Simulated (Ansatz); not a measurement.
# BO: the cost of one run

Method: DFT PBE, scalar-relativistic, plane waves, PAW, in Ansatz 0.2.0.

5 further runs of the same task are left out: 5 set aside as unsound or not needed.

## 1. The structure to begin with

It takes space group Fd-3m (No. 227, cubic). Conventional cell: a = 4.940 Å, b = 4.940 Å, c = 4.940 Å, α = 90.00°, β = 90.00°, γ = 90.00°. Around B (site symmetry -43m) lie 4 B at 2.14 Å and 4 O at 2.14 Å. O (site symmetry -43m) is surrounded by 4 B at 2.14 Å and 4 O at 2.14 Å.

Coordinates:

```cif
data_structure
_symmetry_space_group_name_H-M 'P 1'
_symmetry_Int_Tables_number 1
_cell_length_a 3.4933
_cell_length_b 3.4933
_cell_length_c 3.4933
_cell_angle_alpha 60.000
_cell_angle_beta 60.000
_cell_angle_gamma 60.000
_cell_volume 30.14
loop_
_atom_site_label
_atom_site_type_symbol
_atom_site_fract_x
_atom_site_fract_y
_atom_site_fract_z
_atom_site_occupancy
B1 B 0.50000 0.50000 0.50000 1
B2 B 0.75000 0.75000 0.75000 1
O1 O 0.00000 0.00000 0.00000 1
O2 O 0.25000 0.25000 0.25000 1
```

(A quick probe on a coarse mesh, which set the mesh and smearing, is not shown.)

## 3. Full relaxation

Input file input.yaml:

```yaml
crystal:
  lattice:
    - [0.0, 2.4701592035, 2.4701592035]
    - [2.4701592035, 0.0, 2.4701592035]
    - [2.4701592035, 2.4701592035, 0.0]
  atoms:
    - { symbol: B, position: [0.5, 0.5, 0.5] }
    - { symbol: B, position: [0.75, 0.75, 0.75] }
    - { symbol: O, position: [0.0, 0.0, 0.0] }
    - { symbol: O, position: [0.25, 0.25, 0.25] }
basis:
  ecutwfc: 420
kpoints:
  mp_grid: { grid: [16, 16, 16] }
hamiltonian:
  xc: pbe
scf:
  occupations: { method: gaussian, width: 0.1 }
output:
  forces: true
  stress: true
  eigenvalues: true
relax:
  adjacent_minimum: "off"
  f_tol: 0.01
  max_steps: 80
  cell: { stress_tol: 0.05 }
```

Run with:

```sh
$ ansatz run input.yaml --threads 1 --pin off --max-ram 2560MiB --backend cpu --events-out ev --progress --plain --runs-dir out
```

What time and memory should one allow on 1 thread of Intel Xeon Platinum 8259CL at 2.50GHz (Skylake/Cascade Lake), shared host?

About 22 s, with a peak of 0.4 GiB.
